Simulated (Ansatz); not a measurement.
# C2H3Cl2Si (SMILES [H]/[C]=C/[SiH](Cl)Cl): RPA@PBE/def2-SVP

Aim: the energy change on altering one bond length of C2H3Cl2Si at RPA@PBE/def2-SVP, from 2 runs. 

The results are computed with Ansatz 0.2.0.

61 further runs of the same task are left out: 61 set aside as unsound or not needed.

**1. The structure to begin with**

C2H3Cl2Si has 8 atoms, charge 0, and is taken as a doublet. SMILES: `[H]/[C]=C/[SiH](Cl)Cl`. The coordinates come from a PBE0-D4/def2-TZVP relaxation. This is one conformer, not always the lowest.

Bond lengths: C1–C2 1.302 Å, C2–Si3 1.849 Å, Si3–Cl4 2.046 Å, Si3–Cl5 2.046 Å, C1–H6 1.081 Å, C2–H7 1.096 Å, Si3–H8 1.473 Å. Angles: C1–C2–Si3 119.3°, C2–Si3–Cl4 109.6°, C2–Si3–Cl5 109.6°, Cl4–Si3–Cl5 108.1°, C1–C2–H7 121.6°, Si3–C2–H7 119.1°, C2–C1–H6 140.4°, C2–Si3–H8 111.7°, Cl4–Si3–H8 108.9°, Cl5–Si3–H8 108.9°.

**2. A single-point energy at RPA@PBE/def2-SVP**

in.yaml

```yaml
crystal:
  periodic: [false, false, false]
  atoms:
    - {symbol: C, position_ang: [-0.467200, 1.549800, 0.659300]}
    - {symbol: C, position_ang: [-0.193600, 0.279100, 0.737900]}
    - {symbol: Si, position_ang: [0.301600, -0.635800, -0.791100]}
    - {symbol: Cl, position_ang: [-1.013100, -2.166600, -1.130900]}
    - {symbol: Cl, position_ang: [2.164100, -1.443500, -0.534600]}
    - {symbol: H, position_ang: [-0.772500, 2.376400, 1.285600]}
    - {symbol: H, position_ang: [-0.249600, -0.262100, 1.689000]}
    - {symbol: H, position_ang: [0.322500, 0.245600, -1.971100]}
basis:
  gaussian:
    orbitals: def2-SVP
hamiltonian:
  xc: pbe
magnetization:
  spin_polarized: true
  initial_magnetization: 1
accuracy: high
correlation:
  method: rpa
  frozen_orbitals: {C: 1, Cl: 5, H: 0, Si: 5}
```

Launch:

```sh
ansatz run in.yaml --threads 1 --pin off --max-ram 3480MiB --events-out events.jsonl --progress --plain --runs-dir runs
```

What it wrote:

```text
Warning: RAYON_NUM_THREADS=1 ignored (pool sized by the plan → 1); use --threads N
Functional definition: PBE
  name "PBE"
  parameter kappa = 0.804
  parameter beta = 0.06672455060314922
  exchange = pbe_x(kappa = kappa, mu = beta*pi^2/3)
  correlation = pbe_c(beta = beta)
2058 factors; integrals over basis functions are off by at most 5.3e-9 eV
mean field evaluation 1: about -35010.3219 eV, gradient 3.3e1 eV
mean field evaluation 2: about -35010.3097 eV, gradient 3.3e1 eV
mean field evaluation 4: about -35016.4164 eV, gradient 5.5e0 eV
mean field evaluation 8: about -35016.6039 eV, gradient 2.8e-1 eV
mean field evaluation 16: about -35016.6034 eV, gradient 4.4e-4 eV
mean field -35016.60342277 eV, -1286.8364406805 hartree, gradient 6.6e-8 eV, S^2 0.757898; 0 other end points of the search recorded, 0 dependent functions left out
17 core orbitals not correlated: weight in the atoms' cores, before any rotation towards them, 1.000 or more for the frozen orbitals, at most 0.000 for the correlated occupied ones
reference -34965.50925825 eV, -1284.9587647671 hartree; 15, 14 occupied and 65, 66 virtual orbitals, 2058 factors
Total energy: -34992.24294578 eV, -1285.9412096634 hartree
```

Wall time 19 s (1 thread of Arm Neoverse V1, shared host); peak memory 0.41 GiB.

**3. The distorted shape, same level**

molecule.yaml

```yaml
crystal:
  periodic: [false, false, false]
  atoms:
    - {symbol: C, position_ang: [-0.470334, 1.417614, 0.836268]}
    - {symbol: C, position_ang: [-0.196734, 0.146914, 0.914868]}
    - {symbol: Si, position_ang: [0.298466, -0.767986, -0.614132]}
    - {symbol: Cl, position_ang: [-1.016234, -2.298786, -0.953932]}
    - {symbol: Cl, position_ang: [2.160966, -1.575686, -0.357632]}
    - {symbol: H, position_ang: [-0.775634, 2.244214, 1.462568]}
    - {symbol: H, position_ang: [-0.252734, -0.394286, 1.865968]}
    - {symbol: H, position_ang: [0.322500, 0.245600, -1.971100]}
basis:
  gaussian: {orbitals: def2-SVP}
total_charge: 0
magnetization: {spin_polarized: true, initial_magnetization: 1}
hamiltonian: {xc: pbe}
correlation: {method: rpa, frozen_orbitals: {C: 1, Cl: 5, H: 0, Si: 5}}
accuracy: high
```

Launch:

```sh
ansatz run molecule.yaml --threads 1 --pin off --max-ram 3480MiB --events-out events.jsonl --progress --plain --runs-dir runs
```

What it wrote:

```text
Warning: RAYON_NUM_THREADS=1 ignored (pool sized by the plan → 1); use --threads N
[... 6 set-up lines as earlier in the session ...]
2045 factors; integrals over basis functions are off by at most 7.4e-9 eV
mean field evaluation 1: about -35010.0614 eV, gradient 3.3e1 eV
mean field evaluation 2: about -35010.0497 eV, gradient 3.3e1 eV
mean field evaluation 4: about -35016.0550 eV, gradient 6.8e0 eV
mean field evaluation 8: about -35016.3399 eV, gradient 3.0e-1 eV
mean field evaluation 16: about -35016.3396 eV, gradient 6.9e-4 eV
mean field -35016.33963317 eV, -1286.8267465914 hartree, gradient 4.3e-8 eV, S^2 0.758002; 0 other end points of the search recorded, 0 dependent functions left out
17 core orbitals not correlated: weight in the atoms' cores, before any rotation towards them, 1.000 or more for the frozen orbitals, at most 0.000 for the correlated occupied ones
reference -34965.08516454 eV, -1284.9431796109 hartree; 15, 14 occupied and 65, 66 virtual orbitals, 2045 factors
Total energy: -34991.90475182 eV, -1285.9287812645 hartree
```

Wall time 19 s (1 thread of Arm Neoverse V1, shared host); peak memory 0.4 GiB.

**4. Results**

Level: RPA@PBE/def2-SVP, 17 core orbitals frozen.

| quantity | value |
| --- | --- |
| first shape: total energy | -1285.94121 Eh |
| first shape: RPA correlation energy (valence) | -982.4 mEh |
| first shape: ⟨S²⟩ of the reference determinant | 0.758 |
| distorted shape: total energy | -1285.92878 Eh |
| distorted shape: RPA correlation energy (valence) | -985.6 mEh |
| distorted shape: ⟨S²⟩ of the reference determinant | 0.758 |
| energy change with the Si3–H8 bond stretched from 1.473 to 1.694 Å | 0.338 eV |

In words: With the Si3–H8 bond stretched from 1.473 to 1.694 Å the energy rises by 0.34 eV (7.8 kcal/mol). The first shape isn't relaxed at this level, so the change isn't measured from a minimum.
